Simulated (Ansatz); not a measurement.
# C2H3FSi: a ladder of functionals and wavefunction methods

An exercise on one series of results from a longer session: the logs are not shown, and one member is left open.

Program: Ansatz 0.2.0, Gaussian basis. Level of theory: functionals in def2-TZVPP, the program's frozen cores in correlated methods. These are calculated values, not measurements.

Levels to be run: LDA (SPW92), PBE-D4, revPBE-D4, BLYP-D4, r2SCAN-D4, B97M-V, PBE0-D4, B3LYP-D4, r2SCANh-D4, r2SCAN0-D4, HSE06-D4, BHLYP-D4, CAM-B3LYP-D4, LC-ωPBE, ωB97X-V, ωB97M-V, B2PLYP, PBE-QIDH; CCSD(T)/def2-SVP; CCSD(T)/def2-TZVPP; MP2/def2-QZVPP; extrapolation to the limit; RPA on PBE.

### The relaxed structure

The geometry comes from an earlier relaxation with PBE0-D4 in a triple-zeta def2 set; it is a stationary point, not always the lowest conformer.

SMILES `F[SiH]1C=C1`, 7 atoms, charge 0, spin multiplicity 1.

Atoms are counted from 1 here; the program's logs count them from 0.

Bond lengths: F1–Si2 1.595 Å, Si2–C3 1.780 Å, Si2–C4 1.780 Å, Si2–H5 1.472 Å, C3–C4 1.347 Å, C3–H6 1.084 Å, C4–H7 1.084 Å. Angles: F1–Si2–C3 122.3°, F1–Si2–C4 122.3°, F1–Si2–H5 105.7°, C3–Si2–C4 44.5°, C3–Si2–H5 125.7°, C4–Si2–H5 125.7°, Si2–C3–C4 67.8°, Si2–C3–H6 158.3°, C4–C3–H6 133.9°, Si2–C4–C3 67.8°, Si2–C4–H7 158.3°, C3–C4–H7 133.9°.

The first run:

Contents of in.yaml:

```yaml
crystal:
  periodic: [false, false, false]
  atoms:
    - {symbol: F, position_ang: [-1.834760, -1.249659, 0.027483]}
    - {symbol: Si, position_ang: [-0.739719, -0.201894, -0.470201]}
    - {symbol: C, position_ang: [0.317130, 0.677847, 0.660762]}
    - {symbol: C, position_ang: [0.969318, -0.309471, 0.017207]}
    - {symbol: H, position_ang: [-1.235951, 0.309836, -1.758114]}
    - {symbol: H, position_ang: [0.602623, 1.397176, 1.419423]}
    - {symbol: H, position_ang: [1.982559, -0.691836, 0.057740]}
basis:
  gaussian: {orbitals: def2-TZVPP}
hamiltonian: {xc: lda}
output: {orbitals: {seedname: orbitals}}
```

Started as:

```bash
> ansatz run in.yaml --threads 2 --pin off --events-out ev --progress --plain --max-ram 4352MiB
```

Among the steps run: LDA; PBE-D4 (GGA); revPBE-D4 (GGA); BLYP-D4 (GGA); r2SCAN-D4 (meta-GGA); B97M-V (meta-GGA); PBE0-D4 (hybrid); B3LYP-D4 (hybrid); r2SCANh-D4 (hybrid); r2SCAN0-D4 (hybrid); HSE06-D4 (hybrid); BHLYP-D4 (hybrid); CAM-B3LYP-D4 (range-separated); LC-ωPBE (range-separated); ωB97X-V (range-separated); ωB97M-V (range-separated); B2PLYP (double hybrid); PBE-QIDH (double hybrid).

One table of the session follows, with a row left open; its other results are not shown here.

It belongs to the step «Frontier levels by functional». 

```
  functional  HOMO (eV)  gap (eV)
 LDA (SPW92)      -6.61      4.72
      PBE-D4      -6.50      4.86
   revPBE-D4      -6.45      4.91
     BLYP-D4      -6.38      4.91
   r2SCAN-D4      -6.74      5.37
      B97M-V      -6.81      5.53
     PBE0-D4      -7.76      7.20
    B3LYP-D4      -7.55      6.78
  r2SCANh-D4      -7.21      6.23
  r2SCAN0-D4      -7.91      7.51
    HSE06-D4      -7.35      6.42
    BHLYP-D4          ?         ?
CAM-B3LYP-D4      -9.12      9.76
     LC-ωPBE     -10.45     12.29
     ωB97X-V     -10.10     11.86
     ωB97M-V      -9.94     11.56
```

**Question.** Estimate the row for BHLYP-D4.

Worked estimate for «HOMO (eV)». Against the share of exact exchange, BLYP-D4 (0, -6.38), B3LYP-D4 (0.2, -7.55) give a slope of -5.85 per unit share; at 0.5 the line stands at -9.30.

**Answer.** HOMO (eV): -8.94; gap (eV): 9.55. In «HOMO (eV)» the line misses by -0.36.
